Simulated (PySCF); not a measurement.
# C₅H₇FOS: electronic excitations

Wanted: the electronic excitations of C₅H₇FOS (`COCSC1=C(F)C1`), by calculation.

Programs: PySCF 2.14.0, with density-fitted response routines of our own. Each step states its level of theory. These are calculated values for one molecule in the gas phase, unless marked as measured. Atoms are numbered from 0 throughout.

## 1. The starting structure

15 atoms, charge 0, multiplicity 1; geometry from: GFN2-xTB.

Bonds of the start (Å): C0–O1 1.41, O1–C2 1.37, C2–S3 1.86, S3–C4 1.71, C4–C5 1.30, C5–F6 1.32, C5–C7 1.49, C7–C4 1.52, C0–H8 1.10, C0–H9 1.09, C0–H10 1.10, C2–H11 1.10, C2–H12 1.09, C7–H13 1.09, C7–H14 1.09.

## 2. Ultraviolet spectrum: PBE0/def2-SVPD

Job settings and geometry (Å):

```
{"job": {"kind": "uv", "xc": "PBE0", "basis": "def2-SVPD", "nstates": 8, "ntriplets": 3}, "charge": 0, "multiplicity": 1}
C     -2.246526     0.185670     0.945374
O     -1.493676     0.648611    -0.154743
C     -1.137286    -0.326051    -1.051848
S      0.141195    -1.497903    -0.388322
C      1.426229    -0.379547    -0.211188
C      1.953069     0.797994    -0.368166
F      1.866312     2.045641    -0.795889
C      2.831665    -0.176506     0.337989
H     -1.682278    -0.555457     1.521479
H     -2.447507     1.055719     1.565402
H     -3.190039    -0.261538     0.612985
H     -1.974729    -0.972734    -1.343452
H     -0.702092     0.166280    -1.921678
H      2.978627    -0.096346     1.410392
H      3.672621    -0.625845    -0.180249
```

Level: TDDFT PBE0/def2-SVPD, vertical, gas phase, core orbitals frozen in the response.

The run is started by

```
OMP_NUM_THREADS=1 python probes_run.py task.json out
```

The driver reads the jobs from task.json and runs them one after another.

What will the session give for the following? lowest singlet (PBE0/def2-SVPD); brightest single state of those computed; lowest triplet; surface potential, 1st and 99th percentile. Wanted: lowest singlet; brightest single state of those computed; lowest triplet; surface potential, 1st and 99th percentile.

As calculated:

| quantity | value |
| --- | --- |
| lowest singlet (PBE0/def2-SVPD) | 5.15 eV (241 nm), f = 0.005 |
| brightest single state of those computed | state 3, 6.00 eV, f = 0.182 |
| lowest triplet | 4.03 eV |
| surface potential, 1st and 99th percentile | -1.14 V and 1.15 V |

In words: The lowest singlet, at 5.15 eV, is HOMO→LUMO 0.93 and is weak; of the 8 states computed, the strongest absorption comes from state 3 at 6.00 eV (the last state computed is bright too, and its partners may lie past the list). The lowest triplet lies 1.11 eV below the lowest singlet (triplets in Tamm-Dancoff, singlets in full TDDFT).
